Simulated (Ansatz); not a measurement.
HfIn4SiO6:

```xyz
12
Lattice="5.2774 0.0000 0.0000 -2.6387 4.5704 0.0000 0.0000 0.0000 10.5590" Properties=species:S:1:pos:R:3 pbc="T T T"
Hf    2.6387    1.5234    0.0000
In    0.0000    0.0000    3.2148
In    0.0000    0.0000    7.3442
In    0.0000    3.0469    8.3331
In    0.0000    3.0469    2.2260
Si    0.0000    0.0000    0.0000
O     3.2747    3.2219    9.5002
O     1.4858    0.1234    1.0589
O     0.8498    1.2250    9.5002
O     2.0027    3.2219    1.0589
O     3.7916    0.1234    9.5002
O     4.4277    1.2250    1.0589
```

The cell was built by a generator and needn't be a form met in nature.

```yaml
Program: Ansatz 0.2.0
Task: relaxation of cell and atoms
Functional: PBE
Dispersion: D3(BJ)-ATM
Potentials_or_basis: Ansatz PAW
Cutoff: "420 eV (not typed: the program's choice for these potentials)"
k_mesh: 4 × 4 × 2
Occupations: fermi-dirac, width 0.05 eV
Spin: no spin polarisation
```

At the start: volume 21.22 Å³/atom.

**Question.** How do energy, volume and symmetry change on relaxing?

**Answer.** It ends after 10 steps and the volume is 19.82 Å³/atom (-6.6 %); space group P312 (No. 149, to 0.05 Å).

The path:
| step | energy change (eV) | largest force (eV/Å) | volume (Å³) |
| --- | --- | --- | --- |
| 1 | 0.0000 | 0.0718 | 254.68 |
| 2 | -0.0427 | 0.0883 | 245.99 |
| 3 | -0.0636 | 0.0497 | 240.82 |
| 4 | -0.0682 | 0.0209 | 239.23 |
| 5 | -0.0663 | 0.0109 | 240.24 |
| 6 | -0.0665 | 0.0049 | 240.20 |
| 7 | -0.0452 | 0.0035 | 240.20 |
| 8 | -0.0516 | 0.0154 | 237.74 |
| 9 | -0.0515 | 0.0011 | 237.81 |
| 10 | -0.0472 | 0.0013 | 237.81 |

Final structure:
```
Hf In Si O
1.0
     5.22551    0.00000    0.00000
    -2.61276    4.52542    0.00000
     0.00000    0.00000   10.05650
Hf In Si O
1 4 1 6
Cartesian
  2.6128 1.5085 0.0000
  0.0000 0.0000 3.2155
  0.0000 0.0000 6.8410
  0.0000 3.0169 7.8179
  0.0000 3.0169 2.2386
  0.0000 0.0000 0.0000
  3.2597 3.1901 8.9997
  1.4799 0.1074 1.0568
  0.8329 1.2279 8.9997
  1.9658 3.1901 1.0568
  3.7457 0.1074 8.9997
  4.3926 1.2279 1.0568
```

Caveat: the plane-wave basis is chosen anew once the cell has moved, so the energies of steps on either side of that aren't comparable; the pressure holds a Pulay correction of +0.3 GPa for the finite cutoff; pairwise dispersion overbinds metals, which lowers pressure and volume.
